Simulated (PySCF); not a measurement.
# C2H8Si2 (SMILES C1[SiH2]C[SiH2]1): levels of theory compared

Wanted: a comparison of 5 runs (HF/STO-3G, HF/3-21G, B3LYP/6-31G*, PBE0/def2-SVP, MP2/def2-TZVP) of C2H8Si2. 

Program for the calculation: PySCF 2.14.0.

## 1. The system as given

C2H8Si2: 12 atoms, total charge 0, spin state singlet. As SMILES, `C1[SiH2]C[SiH2]1`. Geometry: relaxed at PBE0-D4/def2-TZVP.

Bond lengths: C1–Si2 1.893 Å, Si2–C3 1.893 Å, C1–Si4 1.893 Å, C3–Si4 1.893 Å, C1–H5 1.089 Å, C1–H6 1.094 Å, Si2–H7 1.490 Å, Si2–H8 1.488 Å, C3–H9 1.094 Å, C3–H10 1.089 Å, Si4–H11 1.488 Å, Si4–H12 1.490 Å. Some angles: C1–Si2–C3 91.4°, Si2–C1–Si4 86.7°, Si2–C3–Si4 86.7°, C1–Si4–C3 91.4°, C1–Si2–H7 116.2°, C1–Si2–H8 111.9°, C3–Si2–H7 116.2°, C3–Si2–H8 111.9°, Si2–C1–H5 118.5°, Si2–C1–H6 111.5°.

## 2. Energy and gradient at HF/STO-3G (run 1)

Input file input.py:

```python
import pyscf.grad
from pyscf import gto, scf

molecule = gto.Mole()
molecule.atom = '''
C       -0.418400       0.251800      -1.264700
Si       1.244300       0.183900      -0.362600
C        0.380900      -0.003300       1.311500
Si      -1.190600      -0.402400       0.334800
H       -0.539400      -0.330400      -2.176700
H       -0.723800       1.282900      -1.464100
H        2.125500       1.374800      -0.518000
H        2.021600      -1.032900      -0.724300
H        0.297800       0.956800       1.828500
H        0.760300      -0.745200       2.012300
H       -1.444800      -1.867500       0.268600
H       -2.436600       0.276300       0.788600
'''
molecule.charge = 0
molecule.spin = 0
molecule.basis = 'sto-3g'
molecule.verbose = 4
molecule.max_memory = 1860
molecule.build()

mf = scf.RHF(molecule)
mf.conv_tol = 1e-10
mf.kernel()
if not mf.converged:
    mf = mf.newton().run(mf.mo_coeff, mf.mo_occ)

etot = mf.e_tot
print('Final energy', etot)
grad = mf.Gradients().kernel()
dip = mf.dip_moment()
pop, q = mf.mulliken_pop()
```

Launch:

```sh
$ OMP_NUM_THREADS=1 python input.py
```

Log:

```text
PySCF version 2.14.0

[... 60 lines left out ...]
converged SCF energy = -650.696538556688
Final energy -650.6965385566884
[... 11 lines left out ...]
Dipole moment(X, Y, Z, Debye): -0.02294,  0.11984,  0.01875
[... 10 lines left out ...]
pop of  1 Si 2py          1.96407
pop of  1 Si 2pz          1.96540
pop of  1 Si 3px          0.72542
pop of  1 Si 3py          0.76647
pop of  1 Si 3pz          0.71693
pop of  2 C 1s            1.99253
pop of  2 C 2s            1.27410
pop of  2 C 2px           1.14125
pop of  2 C 2py           1.00166
pop of  2 C 2pz           1.05703
pop of  3 Si 1s           1.99961
pop of  3 Si 2s           1.98734
pop of  3 Si 3s           1.19231
pop of  3 Si 2px          1.96238
pop of  3 Si 2py          1.96416
pop of  3 Si 2pz          1.96538
pop of  3 Si 3px          0.73132
pop of  3 Si 3py          0.75919
pop of  3 Si 3pz          0.71830
pop of  4 H 1s            0.95998
pop of  5 H 1s            0.96382
pop of  6 H 1s            1.16480
pop of  7 H 1s            1.16480
pop of  8 H 1s            0.96381
pop of  9 H 1s            0.96000
pop of  10 H 1s           1.16480
pop of  11 H 1s           1.16481
 ** Mulliken atomic charges  **
charge of    0C =     -0.46658
charge of    1Si =      0.71996
charge of    2C =     -0.46657
charge of    3Si =      0.72001
charge of    4H =      0.04002
charge of    5H =      0.03618
charge of    6H =     -0.16480
charge of    7H =     -0.16480
charge of    8H =      0.03619
charge of    9H =      0.04000
charge of   10H =     -0.16480
charge of   11H =     -0.16481
```

Run time: 2.3 s. Hardware: 1 thread of Intel Xeon at 2.70GHz, shared host; peak memory 0.12 GiB.

## 3. Energy and gradient at HF/3-21G (run 2)

Input file calc.py:

```python
# C1[SiH2]C[SiH2]1
from pyscf import gto

mol = gto.M(
    atom='''
C     -0.418400     0.251800    -1.264700
Si     1.244300     0.183900    -0.362600
C      0.380900    -0.003300     1.311500
Si    -1.190600    -0.402400     0.334800
H     -0.539400    -0.330400    -2.176700
H     -0.723800     1.282900    -1.464100
H      2.125500     1.374800    -0.518000
H      2.021600    -1.032900    -0.724300
H      0.297800     0.956800     1.828500
H      0.760300    -0.745200     2.012300
H     -1.444800    -1.867500     0.268600
H     -2.436600     0.276300     0.788600
''',
    spin=0,
    basis='3-21g',
    max_memory=1860,
    verbose=3,
)

myscf = mol.RHF()
myscf.conv_tol = 1e-10
myscf.kernel()
if not myscf.converged:
    myscf = myscf.newton().run(myscf.mo_coeff, myscf.mo_occ)

etot = myscf.e_tot
print(f'total energy: {etot:.8f} hartree')
grad = myscf.nuc_grad_method().kernel()
myscf.analyze()
```

Launch:

```sh
$ OMP_NUM_THREADS=1 python calc.py
```

Log:

```text
converged SCF energy = -654.743420055132
total energy: -654.74342006 hartree
--------------- RHF gradients ---------------
         x                y                z
0 C     0.0064634114    -0.0069901061     0.0167737170
1 Si    -0.0363842661    -0.0058258469     0.0106970126
2 C    -0.0044718421    -0.0034202570    -0.0184083383
3 Si     0.0353394512     0.0114304352    -0.0098487914
4 H    -0.0007317716    -0.0031740341    -0.0052292665
5 H    -0.0010416056     0.0052597020     0.0007863668
6 H    -0.0005854892    -0.0000990888     0.0001751891
7 H    -0.0007150694     0.0006391480     0.0002846168
8 H    -0.0010057405     0.0051939708     0.0008567463
9 H     0.0021703735    -0.0041230326     0.0040995666
10 H     0.0004097385     0.0009253726    -0.0000341637
11 H     0.0005528099     0.0001837368    -0.0001526554
----------------------------------------------
**** MO energy ****
MO #1   energy= -68.3026260063402  occ= 2
MO #2   energy= -68.3023070925884  occ= 2
MO #3   energy= -11.146344605295   occ= 2
MO #4   energy= -11.1462232949566  occ= 2
MO #5   energy= -6.11002832958953  occ= 2
MO #6   energy= -6.10960515810811  occ= 2
MO #7   energy= -4.20677086942914  occ= 2
MO #8   energy= -4.20651902860801  occ= 2
MO #9   energy= -4.20563870309708  occ= 2
MO #10  energy= -4.20549514744719  occ= 2
MO #11  energy= -4.2041441065245   occ= 2
MO #12  energy= -4.2038332975678   occ= 2
MO #13  energy= -0.991777041117315 occ= 2
MO #14  energy= -0.901940510606767 occ= 2
MO #15  energy= -0.697165942016592 occ= 2
MO #16  energy= -0.677187071645251 occ= 2
MO #17  energy= -0.595489634345223 occ= 2
MO #18  energy= -0.55493983908374  occ= 2
MO #19  energy= -0.550322933581953 occ= 2
MO #20  energy= -0.472514517529231 occ= 2
MO #21  energy= -0.449418963565203 occ= 2
MO #22  energy= -0.443007956623851 occ= 2
MO #23  energy= -0.417915465357366 occ= 2
MO #24  energy= -0.384571149877586 occ= 2
MO #25  energy= 0.137469633185654  occ= 0
MO #26  energy= 0.186375512454487  occ= 0
MO #27  energy= 0.200846176703857  occ= 0
MO #28  energy= 0.206908215400258  occ= 0
MO #29  energy= 0.228922778524164  occ= 0
MO #30  energy= 0.279760096858705  occ= 0
MO #31  energy= 0.303849540954413  occ= 0
MO #32  energy= 0.32007777475954   occ= 0
MO #33  energy= 0.331341811065788  occ= 0
MO #34  energy= 0.338204332195994  occ= 0
MO #35  energy= 0.345066057624072  occ= 0
MO #36  energy= 0.353993507500745  occ= 0
MO #37  energy= 0.497124315109378  occ= 0
MO #38  energy= 0.501189961237421  occ= 0
MO #39  energy= 0.514758327202241  occ= 0
MO #40  energy= 0.542330904780637  occ= 0
MO #41  energy= 0.548533270208805  occ= 0
MO #42  energy= 0.593044325255585  occ= 0
MO #43  energy= 0.6436140762266    occ= 0
MO #44  energy= 0.67169117223738   occ= 0
MO #45  energy= 0.986807356054473  occ= 0
MO #46  energy= 1.00141350156714   occ= 0
MO #47  energy= 1.14505924201751   occ= 0
MO #48  energy= 1.18993139954574   occ= 0
MO #49  energy= 1.23500761118879   occ= 0
MO #50  energy= 1.25939903524971   occ= 0
MO #51  energy= 1.33624379813064   occ= 0
MO #52  energy= 1.34160677571391   occ= 0
MO #53  energy= 1.35042484302441   occ= 0
MO #54  energy= 1.35260137038344   occ= 0
MO #55  energy= 1.36647292244955   occ= 0
MO #56  energy= 1.39994287501195   occ= 0
MO #57  energy= 1.44333310872655   occ= 0
MO #58  energy= 1.44939352201612   occ= 0
MO #59  energy= 1.9553913592354    occ= 0
MO #60  energy= 2.12949012097271   occ= 0
 ** Mulliken atomic charges  **
charge of    0C =     -0.70589
charge of    1Si =      0.70588
charge of    2C =     -0.70587
charge of    3Si =      0.70592
charge of    4H =      0.12034
charge of    5H =      0.11592
charge of    6H =     -0.11751
charge of    7H =     -0.11875
charge of    8H =      0.11593
charge of    9H =      0.12033
charge of   10H =     -0.11876
charge of   11H =     -0.11752
Dipole moment(X, Y, Z, Debye): -0.07206,  0.37227,  0.05892
```

Wall time 2.7 s (1 thread of Intel Xeon at 2.70GHz, shared host); peak memory 0.13 GiB.

Runs 3 to 4 aren't shown in full; the table further down has their settings and results.

## 4. Energy and forces at MP2/def2-TZVP (run 5)

Input file input.py:

```python
# C1[SiH2]C[SiH2]1
import pyscf.grad
from pyscf import gto, scf, mp

molecule = gto.M(
    atom='''
C       -0.418400       0.251800      -1.264700
Si       1.244300       0.183900      -0.362600
C        0.380900      -0.003300       1.311500
Si      -1.190600      -0.402400       0.334800
H       -0.539400      -0.330400      -2.176700
H       -0.723800       1.282900      -1.464100
H        2.125500       1.374800      -0.518000
H        2.021600      -1.032900      -0.724300
H        0.297800       0.956800       1.828500
H        0.760300      -0.745200       2.012300
H       -1.444800      -1.867500       0.268600
H       -2.436600       0.276300       0.788600
''',
    max_memory=1860,
    basis='def2-tzvp',
    verbose=4,
)

calc0 = scf.RHF(molecule)
calc0.conv_tol = 1e-10
calc0.kernel()
if not calc0.converged:
    calc0 = calc0.newton().run(calc0.mo_coeff, calc0.mo_occ)

pt = mp.MP2(calc0, frozen=12).run()
etot = pt.e_tot
print('E = %.10f Eh' % etot)
grad = pt.Gradients().kernel()
calc0.analyze()
```

Launch:

```sh
$ OMP_NUM_THREADS=1 python input.py
```

Log:

```text
PySCF version 2.14.0

[... 87 lines left out ...]
One-electron Energy =                -1349.460865451378822
[... 18 lines left out ...]
MO #14  energy= -0.897316698320964 occ= 2
[... 16 lines left out ...]
MO #31  energy= 0.189364598122748  occ= 0
[... 16 lines left out ...]
MO #48  energy= 0.414717192582612  occ= 0
[... 16 lines left out ...]
MO #65  energy= 0.768433287533711  occ= 0
[... 16 lines left out ...]
MO #82  energy= 1.2737666780632    occ= 0
[... 16 lines left out ...]
MO #99  energy= 1.59106721361576   occ= 0
[... 16 lines left out ...]
MO #116 energy= 2.12771460943041   occ= 0
[... 16 lines left out ...]
MO #133 energy= 2.62129212650712   occ= 0
[... 16 lines left out ...]
MO #150 energy= 3.23468437236602   occ= 0
[... 16 lines left out ...]
MO #167 energy= 3.93607788485264   occ= 0
[... 16 lines left out ...]
MO #184 energy= 23.3343187005047   occ= 0
[... 160 lines left out ...]
pop of  7 H 2py           0.00336
pop of  7 H 2pz           0.00035
pop of  8 H 1s            0.87650
pop of  8 H 2s            0.00362
pop of  8 H 3s            0.00171
pop of  8 H 2px           0.00016
pop of  8 H 2py           0.00066
pop of  8 H 2pz           0.00042
pop of  9 H 1s            0.87377
pop of  9 H 2s            0.00363
pop of  9 H 3s            0.00184
pop of  9 H 2px           0.00021
pop of  9 H 2py           0.00042
pop of  9 H 2pz           0.00045
pop of  10 H 1s           1.13923
pop of  10 H 2s           0.00264
pop of  10 H 3s           0.00094
pop of  10 H 2px          0.00024
pop of  10 H 2py          0.00481
pop of  10 H 2pz          0.00007
pop of  11 H 1s           1.13403
pop of  11 H 2s           0.00281
pop of  11 H 3s           0.00096
pop of  11 H 2px          0.00340
pop of  11 H 2py          0.00107
pop of  11 H 2pz          0.00052
 ** Mulliken atomic charges  **
charge of    0C =     -0.73543
charge of    1Si =      0.78949
charge of    2C =     -0.73542
charge of    3Si =      0.78953
charge of    4H =      0.11970
charge of    5H =      0.11692
charge of    6H =     -0.14277
charge of    7H =     -0.14791
charge of    8H =      0.11693
charge of    9H =      0.11968
charge of   10H =     -0.14792
charge of   11H =     -0.14279
Dipole moment(X, Y, Z, Debye): -0.07219,  0.37303,  0.05905
```

It took 2.9 min on 1 thread of Intel Xeon at 2.70GHz, shared host; peak memory 2.4 GiB.

## 5. The series

| run | level | integration grid | frozen core orbitals | energy (Eh) | dipole moment (D) of the reference | HOMO energy (eV) | LUMO energy (eV) | wall time |
| --- | --- | --- | --- | --- | --- | --- | --- | --- |
| 1 | HF/STO-3G | – | – | -650.696539 | 0.12 | -8.37 | 12.39 | 2.3 s |
| 2 | HF/3-21G | – | – | -654.743420 | 0.38 | -10.46 | 3.74 | 2.7 s |
| 3 | B3LYP/6-31G* (spherical functions) | 5 | – | -660.007656 | 0.43 | -7.36 | 0.25 | 36 s |
| 4 | PBE0/def2-SVP | 5 | – | -659.422983 | 0.41 | -7.72 | 0.48 | 42 s |
| 5 | MP2/def2-TZVP | – | 12 | -658.878534 | 0.38 | -10.54 | 2.77 | 2.9 min |

## 6. Results

```
                                           quantity          value
                                run 5: total energy  -658.87853 Eh
        run 5: dipole moment (Hartree–Fock density)         0.38 D
         run 5: HOMO energy (Hartree–Fock orbitals)      -10.54 eV
         run 5: LUMO energy (Hartree–Fock orbitals)        2.77 eV
       run 5: HOMO–LUMO gap (Hartree–Fock orbitals)       13.31 eV
run 5: correlation energy (12 core orbitals frozen)     -570.1 mEh
                    run 5: largest force on an atom     0.376 eV/Å
```

What this shows: Over runs 1, 2, 3, 4 the dipole moment (its size) runs from 0.12 D (HF/STO-3G) to 0.43 D (B3LYP/6-31G*). The two ends differ in method and basis. Over runs 1, 2, 3, 4 the HOMO–LUMO gap runs from 7.60 eV (B3LYP/6-31G*) to 20.76 eV (HF/STO-3G). Totals of different functionals can't be ranked against each other. In run 1 the basis is minimal, so the values are rough. All runs together took 4.3 min, the longest 2.9 min.
